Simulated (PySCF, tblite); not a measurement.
**C5H14B2S2: geometry, infrared bands and NMR shifts**

Aim: predict the infrared bands and NMR shifts of C5H14B2S2 (`CSBB(SC)C(C)C`).

The runs use tblite 0.8.0 and PySCF 2.14.0, with density-fitted response routines of our own; the level of theory stands in each step. All values are computed, except where a source is named. Atoms are numbered from 0 throughout.

### 1 The molecule as given

23 atoms, charge 0, multiplicity 1; geometry from: force field or distance geometry start.

Bonds of the start (Å): C0–S1 1.83, S1–B2 1.89, B2–B3 1.68, B3–S4 1.87, S4–C5 1.82, B3–C6 1.61, C6–C7 1.54, C6–C8 1.54, C0–H9 1.10, C0–H10 1.12, C0–H11 1.11, B2–H12 1.18, C5–H13 1.11, C5–H14 1.11, C5–H15 1.12, C6–H16 1.11, C7–H17 1.11, C7–H18 1.12, C7–H19 1.11, C8–H20 1.10, C8–H21 1.11, C8–H22 1.11.

### 2 Relaxing the molecule with GFN2-xTB

Job settings and geometry (Å):

```
{"job": {"kind": "relax", "xc": "GFN2-xTB", "basis": "xTB"}, "charge": 0, "multiplicity": 1}
C      3.444900     0.287200    -1.087700
S      2.404000     1.714700    -0.607200
B      1.217300     0.661900     0.420800
B     -0.149400     0.002900    -0.293900
S     -0.477400     0.270700    -2.118700
C     -1.471700     1.775300    -1.864200
C     -1.173900    -0.898200     0.563700
C     -1.802200    -0.083200     1.705300
C     -0.481900    -2.160900     1.113000
H      4.265300     0.649900    -1.719400
H      2.830300    -0.440500    -1.670100
H      3.858500    -0.207700    -0.186800
H      1.420300     0.485800     1.573900
H     -1.786500     2.170600    -2.848600
H     -2.371500     1.549100    -1.256000
H     -0.863200     2.552800    -1.335700
H     -1.987400    -1.222800    -0.113200
H     -2.320600     0.805500     1.293600
H     -2.567900    -0.699900     2.235800
H     -1.036300     0.237500     2.443400
H     -0.051100    -2.742500     0.283800
H      0.317600    -1.889900     1.831600
H     -1.222200    -2.791400     1.646900
```

Launch:

```
> OMP_NUM_THREADS=1 python probes_run.py task.json out
```

This one command runs all jobs of the session in turn.

**Question.** This job is followed by: GFN2-xTB harmonic vibrations, gas phase; GIAO PBE0/pcSseg-1 NMR shielding, non-relativistic, gas phase. What will the session give for the following? strongest single infrared mode (GFN2-xTB); zero-point energy (GFN2-xTB); 13C shifts against TMS (PBE0/pcSseg-1, means over atoms taken as alike); 1H shifts against TMS (PBE0/pcSseg-1, means over atoms taken as alike); 33S shifts against CS2 (PBE0/pcSseg-1); 11B shifts against BF3·OEt2 (PBE0/pcSseg-1).

As calculated:

| quantity | value |
| --- | --- |
| strongest single infrared mode (GFN2-xTB) | 3014 cm⁻¹, 101 km/mol |
| zero-point energy (GFN2-xTB) | 116.6 kcal/mol |
| 13C shifts against TMS (PBE0/pcSseg-1, means over atoms taken as alike) | 34.0, 23.4, 23.3, 20.8 ppm |
| 1H shifts against TMS (PBE0/pcSseg-1, means over atoms taken as alike) | 8.34, 2.38, 2.19, 1.56, 1.11 ppm |
| 33S shifts against CS2 (PBE0/pcSseg-1) | 129, 73 ppm |
| 11B shifts against BF3·OEt2 (PBE0/pcSseg-1) | 84.2, 79.1 ppm |

Over 165 steps the energy fell by 1.975 eV; of the close pairs, S1–B2 changed most, 1.890 to 1.763 Å. No mode is imaginary among the 63: a minimum at this level. Unscaled tight-binding wavenumbers are off by several per cent, some by more. Its intensities can rank the bands wrongly. At PBE0/pcSseg-1: Shielding is most anisotropic at S1 (span 531 ppm, paramagnetic term -684 ppm).
